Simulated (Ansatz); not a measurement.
**CH7NOSi (SMILES CO[SiH2]N): HF/3-21G**

Aim: the energy change on altering one bond length of CH7NOSi at HF/3-21G, from 2 runs. 

The calculation is run with Ansatz 0.2.0.

123 further runs of the same task are left out: 123 set aside as unsound or not needed.

### Step 1. The structure to begin with

CH7NOSi: 11 atoms, total charge 0, spin state singlet. As SMILES, `CO[SiH2]N`. The coordinates come from a PBE0-D4/def2-TZVP relaxation. This is one conformer, not always the lowest.

Bond lengths: C1–O2 1.407 Å, O2–Si3 1.648 Å, Si3–N4 1.701 Å, C1–H5 1.097 Å, C1–H6 1.091 Å, C1–H7 1.097 Å, Si3–H8 1.488 Å, Si3–H9 1.488 Å, N4–H10 1.007 Å, N4–H11 1.007 Å. Some angles: C1–O2–Si3 122.1°, O2–Si3–N4 112.5°, O2–C1–H5 111.7°, O2–C1–H6 108.5°, O2–C1–H7 111.7°, O2–Si3–H8 108.4°, O2–Si3–H9 108.6°, N4–Si3–H8 108.4°, N4–Si3–H9 108.2°, Si3–N4–H10 120.7°.

### Step 2. The energy at HF/3-21G

input.yaml reads:

```yaml
crystal:
  periodic: [false, false, false]
  atoms:
    - symbol: C
      position_ang: [-0.655300, 1.711900, 0.500200]
    - symbol: O
      position_ang: [-0.610600, 0.508700, -0.227100]
    - symbol: Si
      position_ang: [0.533800, -0.642700, 0.054300]
    - symbol: N
      position_ang: [0.344700, -2.006900, -0.943700]
    - symbol: H
      position_ang: [0.258400, 2.302900, 0.362300]
    - symbol: H
      position_ang: [-1.501500, 2.301200, 0.142400]
    - symbol: H
      position_ang: [-0.790700, 1.531800, 1.573800]
    - symbol: H
      position_ang: [0.421900, -1.079900, 1.472300]
    - symbol: H
      position_ang: [1.874600, -0.055000, -0.212100]
    - symbol: H
      position_ang: [-0.403400, -2.661100, -0.783300]
    - symbol: H
      position_ang: [0.593600, -1.968000, -1.918400]
basis:
  gaussian:
    orbitals: 3-21G.json
hamiltonian:
  xc: hf
accuracy: high
output: {orbitals: {seedname: orbitals}}
```

The basis set 3-21G is read from a file made from the Basis Set Exchange's data (not shown).

On the command line:

```console
$ ansatz run input.yaml --threads 1 --pin off --max-ram 3480MiB --events-out events.jsonl --progress --plain --runs-dir runs
```

Standard output:

```text
Warning: RAYON_NUM_THREADS=1 ignored (pool sized by the plan → 1); use --threads N
Functional definition: HF
  name "HF"
  exchange = exact_x
  correlation = 0
1289 factors; integrals over basis functions are off by at most 4.1e-9 eV
mean field evaluation 1: about -12453.5486 eV, gradient 3.5e1 eV
mean field evaluation 2: about -12453.9197 eV, gradient 3.5e1 eV
mean field evaluation 4: about -12456.3252 eV, gradient 2.4e0 eV
mean field evaluation 8: about -12456.3508 eV, gradient 1.5e-1 eV
mean field evaluation 16: about -12456.3509 eV, gradient 5.3e-8 eV
mean field -12456.35091047 eV, -457.7624527418 hartree, gradient 5.3e-8 eV, S^2 0.000000; 0 other end points of the search recorded, 0 dependent functions left out
reference -12456.35091047 eV, -457.7624527418 hartree; 21, 21 occupied and 33, 33 virtual orbitals, 1289 factors
Total energy: -12456.35091047 eV, -457.7624527418 hartree
```

Run time: 0.66 s. Hardware: 1 thread of Arm Neoverse V2, shared host; peak memory 0.12 GiB.

### Step 3. The distorted shape at the same level

in.yaml reads:

```yaml
crystal:
  periodic: [false, false, false]
  atoms:
    - {symbol: C, position_ang: [-0.779751, 1.692450, 0.987555]}
    - {symbol: O, position_ang: [-0.735051, 0.489250, 0.260255]}
    - {symbol: Si, position_ang: [0.409349, -0.662150, 0.541655]}
    - {symbol: N, position_ang: [0.220249, -2.026350, -0.456345]}
    - {symbol: H, position_ang: [0.133949, 2.283450, 0.849655]}
    - {symbol: H, position_ang: [-1.625951, 2.281750, 0.629755]}
    - {symbol: H, position_ang: [-0.915151, 1.512350, 2.061155]}
    - {symbol: H, position_ang: [0.297449, -1.099350, 1.959655]}
    - {symbol: H, position_ang: [1.750149, -0.074450, 0.275255]}
    - {symbol: H, position_ang: [-0.527851, -2.680550, -0.295945]}
    - {symbol: H, position_ang: [0.593600, -1.968000, -1.918400]}
basis:
  gaussian:
    orbitals: 3-21G.json
total_charge: 0
hamiltonian:
  xc: hf
accuracy: high
output: {orbitals: {seedname: orbitals}}
```

The basis set 3-21G is read from a file made from the Basis Set Exchange's data (not shown).

On the command line:

```console
$ ansatz run in.yaml --threads 1 --pin off --max-ram 3480MiB --events-out events.jsonl --progress --plain --runs-dir runs
```

Standard output:

```text
Warning: RAYON_NUM_THREADS=1 ignored (pool sized by the plan → 1); use --threads N
[... 4 set-up lines as earlier in the session ...]
1290 factors; integrals over basis functions are off by at most 7.3e-9 eV
mean field evaluation 1: about -12450.4662 eV, gradient 3.5e1 eV
mean field evaluation 2: about -12450.8638 eV, gradient 3.6e1 eV
mean field evaluation 4: about -12453.6525 eV, gradient 2.4e0 eV
mean field evaluation 8: about -12453.6888 eV, gradient 2.5e-1 eV
mean field evaluation 16: about -12453.6890 eV, gradient 1.4e-8 eV
mean field -12453.68902649 eV, -457.6646303099 hartree, gradient 4.1e-8 eV, S^2 0.000000; 0 other end points of the search recorded, 0 dependent functions left out
reference -12453.68902649 eV, -457.6646303099 hartree; 21, 21 occupied and 33, 33 virtual orbitals, 1290 factors
Total energy: -12453.68902649 eV, -457.6646303099 hartree
```

Wall time 0.66 s (1 thread of Arm Neoverse V2, shared host); peak memory 0.12 GiB.

### Step 4. What came out

At HF/3-21G:

```
                                                          quantity          value
                                         first shape: total energy  -457.76245 Eh
                                          first shape: HOMO energy      -11.00 eV
                                          first shape: LUMO energy        5.61 eV
                                        first shape: HOMO–LUMO gap       16.61 eV
                                     distorted shape: total energy  -457.66463 Eh
                                      distorted shape: HOMO energy      -10.86 eV
                                      distorted shape: LUMO energy        3.50 eV
                                    distorted shape: HOMO–LUMO gap       14.36 eV
energy change with the N4–H11 bond stretched from 1.007 to 1.510 Å       2.662 eV
```

What this shows: With the N4–H11 bond stretched from 1.007 to 1.510 Å the energy rises by 2.66 eV (257 kJ/mol). The first shape isn't relaxed at this level, so the change isn't measured from a minimum.
